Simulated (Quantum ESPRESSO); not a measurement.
A run of Quantum ESPRESSO 7.5:

pw.in

```
&CONTROL
  calculation = 'scf'
  prefix = 'pwscf'
  outdir = './tmp'
  pseudo_dir = './pseudo'
  tprnfor = .true.
  tstress = .true.
  disk_io = 'low'
/
&SYSTEM
  ibrav = 0
  celldm(1) = 8
  nat = 4
  ntyp = 3
  ecutwfc = 84
  nbnd = 21
  occupations = 'smearing'
  smearing = 'fd'
  degauss = 0.00367493
/
&ELECTRONS
  conv_thr = 8d-10
  electron_maxstep = 120
  mixing_beta = 0.5
/
ATOMIC_SPECIES
Li     6.9400 Li.upf
Ta   180.9479 Ta.upf
O     15.9990 O.upf
CELL_PARAMETERS alat
  0.3580956928902   0.2067466441219   1.3000240128937
 -0.3580956928902   0.2067466441219   1.3000240128937
  0.0000000000000  -0.4134932882439   1.3000240128937
ATOMIC_POSITIONS crystal
Li     0.5000000000    0.5000000000    0.5000000000
Ta     0.0000000000    0.0000000000    0.0000000000
O      0.2667000000    0.2667000000    0.2667000000
O      0.7333000000    0.7333000000    0.7333000000
K_POINTS automatic
4 4 4 1 1 1
```

File relax.in:

```
&CONTROL
  calculation = 'vc-relax'
  prefix = 'pwscf'
  outdir = './tmp'
  pseudo_dir = './pseudo'
  tprnfor = .true.
  tstress = .true.
  disk_io = 'low'
  nstep = 40
  forc_conv_thr = 0.0001
  etot_conv_thr = 1d-06
/
&SYSTEM
  ibrav = 0
  celldm(1) = 8
  nat = 4
  ntyp = 3
  ecutwfc = 84
  nbnd = 21
  occupations = 'smearing'
  smearing = 'fd'
  degauss = 0.00367493
/
&ELECTRONS
  conv_thr = 8d-10
  electron_maxstep = 120
  mixing_beta = 0.5
/
&IONS
  ion_dynamics = 'bfgs'
/
&CELL
  cell_dynamics = 'bfgs'
  press = 0
  press_conv_thr = 0.2
/
ATOMIC_SPECIES
Li     6.9400 Li.upf
Ta   180.9479 Ta.upf
O     15.9990 O.upf
CELL_PARAMETERS alat
  0.3580956928902   0.2067466441219   1.3000240128937
 -0.3580956928902   0.2067466441219   1.3000240128937
  0.0000000000000  -0.4134932882439   1.3000240128937
ATOMIC_POSITIONS crystal
Li     0.5000000000    0.5000000000    0.5000000000
Ta     0.0000000000    0.0000000000    0.0000000000
O      0.2667000000    0.2667000000    0.2667000000
O      0.7333000000    0.7333000000    0.7333000000
K_POINTS automatic
4 4 4 1 1 1
```

File gamma.in:

```
&CONTROL
  calculation = 'bands'
  prefix = 'pwscf'
  outdir = './tmp'
  pseudo_dir = './pseudo'
  disk_io = 'low'
  verbosity = 'high'
/
&SYSTEM
  ibrav = 0
  celldm(1) = 8
  nat = 4
  ntyp = 3
  ecutwfc = 84
  nbnd = 21
  occupations = 'smearing'
  smearing = 'fd'
  degauss = 0.00367493
/
&ELECTRONS
  conv_thr = 1d-08
  electron_maxstep = 120
  mixing_beta = 0.5
  diago_full_acc = .true.
  startingwfc = 'random'
/
ATOMIC_SPECIES
Li     6.9400 Li.upf
Ta   180.9479 Ta.upf
O     15.9990 O.upf
CELL_PARAMETERS alat
  0.3326175057547   0.1920368064886   1.2394224563128
 -0.3326175057547   0.1920368064886   1.2394224563128
 -0.0000000000000  -0.3840736129654   1.2394224563147
ATOMIC_POSITIONS crystal
Li     0.5000000000    0.5000000000    0.5000000000
Ta     0.0000000000    0.0000000000    0.0000000000
O      0.2459752762    0.2459752762    0.2459752762
O      0.7540247238    0.7540247238    0.7540247238
K_POINTS crystal
1
0.0 0.0 0.0 1
```

The input scf2.in:

```
&CONTROL
  calculation = 'scf'
  prefix = 'pwscf'
  outdir = './tmp'
  pseudo_dir = './pseudo'
  tprnfor = .true.
  tstress = .true.
  disk_io = 'low'
/
&SYSTEM
  ibrav = 0
  celldm(1) = 8
  nat = 4
  ntyp = 3
  ecutwfc = 84
  nbnd = 21
  occupations = 'fixed'
/
&ELECTRONS
  conv_thr = 1d-13
  electron_maxstep = 120
  mixing_beta = 0.5
  startingpot = 'file'
/
ATOMIC_SPECIES
Li     6.9400 Li.upf
Ta   180.9479 Ta.upf
O     15.9990 O.upf
CELL_PARAMETERS alat
  0.3326175057547   0.1920368064886   1.2394224563128
 -0.3326175057547   0.1920368064886   1.2394224563128
 -0.0000000000000  -0.3840736129654   1.2394224563147
ATOMIC_POSITIONS crystal
Li     0.5000000000    0.5000000000    0.5000000000
Ta     0.0000000000    0.0000000000    0.0000000000
O      0.2459752762    0.2459752762    0.2459752762
O      0.7540247238    0.7540247238    0.7540247238
K_POINTS automatic
4 4 4 1 1 1
```

ph.in

```
phonons of LiTaO2
&INPUTPH
  prefix = 'pwscf'
  outdir = './tmp'
  tr2_ph = 1d-18
  fildyn = 'dyn'
  niter_ph = 90
  alpha_mix(1) = 0.7
  epsil = .true.
/
0.0000000000 0.0000000000 0.0000000000
```

The input dynmat.in:

```
&INPUT
  fildyn = 'dyn'
  asr = 'crystal'
  lperm = .true.
  filout = 'dynmat.disp'
  fileig = 'dynmat.eig'
/
```

dynmat_lo.in

```
&INPUT
  fildyn = 'dyn'
  asr = 'crystal'
  filout = 'dynmat_lo.disp'
  fileig = 'dynmat_lo.eig'
  q(1) = 0
  q(2) = 0
  q(3) = 1
/
```

Potentials or basis: PseudoDojo 0.4.1 SR LDA standard.

The run is started by

```bash
$ OMP_NUM_THREADS=1 pw.x -in pw.in > pw.out
$ OMP_NUM_THREADS=1 pw.x -in relax.in > relax.out
$ OMP_NUM_THREADS=1 pw.x -in gamma.in > gamma.out
$ OMP_NUM_THREADS=1 pw.x -in scf2.in > scf2.out
$ OMP_NUM_THREADS=1 ph.x -in ph.in > ph.out
$ OMP_NUM_THREADS=1 dynmat.x -in dynmat.in > dynmat.out
$ OMP_NUM_THREADS=1 dynmat.x -in dynmat_lo.in > dynmat_lo.out
```

Hardware: 1 thread of Arm Neoverse V2, with other jobs on the host.

Problem. Estimate the wall time of this run.

Solution. Wall time 19 min on 1 thread of Arm Neoverse V2 (shared host), peak memory 0.2 GiB. Counts: scf iterations 118, k pools 1, bands 21, ion steps 12, k points 10, g dense 30739.
